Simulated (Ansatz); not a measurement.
# BrH3Si: the cost of one run

The runs use Ansatz 0.2.0, Gaussian basis; cc-pVTZ, all electrons in the functionals, frozen cores in the correlation of double hybrids and RPA.

Plan: B2PLYP, RKS PBE0, RPA-PBE, at 1.421 Å; 1.482 Å; 1.604 Å; 1.727 Å; 1.849 Å.

## (1) The system

The geometry derives from fragments relaxed apart (PBE0/def2-TZVP) and kept rigid, so it is no stationary point. A hydrogen atom is moved between rigid fragments. No spin-orbit coupling is included. The filled d shell of Br may be among the frozen orbitals whatever the setting's name suggests; the logs give the count.

5 atoms, charge 0, spin multiplicity 1.

Atoms are counted from 1 here; the program's logs count them from 0.

Bond lengths: Br1–H2 1.421 Å, Si3–H4 1.526 Å, Si3–H5 1.526 Å. Angles: H4–Si3–H5 91.2°.

As a file:

```xyz
5
BrH3Si
Br   -0.91583    0.01588    0.00000
H     0.50477    0.01588    0.00000
Si    2.37317    0.01588    0.00000
H     2.98535   -0.85841    1.09001
H     2.98535   -0.85841   -1.09001
```

No dispersion term is added.

The geometry shown and the zero of energy belong to the point 1.421 Å. The yardstick, UCCSD(T), and other wave-function levels (R restricted, U unrestricted, valence and pair active spaces) come from earlier runs.

## (2) B2PLYP, 1.421 Å

Input file in.yaml:

```yaml
crystal:
  periodic: [false, false, false]
  atoms:
    - {symbol: Br, position_ang: [-0.915831, 0.015876, 0.000000]}
    - {symbol: H, position_ang: [0.504769, 0.015876, 0.000000]}
    - {symbol: Si, position_ang: [2.373169, 0.015876, 0.000000]}
    - {symbol: H, position_ang: [2.985350, -0.858408, 1.090012]}
    - {symbol: H, position_ang: [2.985350, -0.858408, -1.090012]}
basis:
  gaussian: {orbitals: cc-pVTZ}
magnetization: {spin_polarized: true, initial_magnetization: 0}
hamiltonian: {xc: {name: B2PLYP}}
correlation: {electrons: outside_noble_gas}
```

Started as:

```console
> ansatz run in.yaml --threads 1 --pin off --events-out ev --progress --plain --max-ram 2816MiB --backend cpu
```

What time and memory should one allow on 1 thread of AMD EPYC 7R13, shared host?

About 14 s, with a peak of 0.3 GiB.
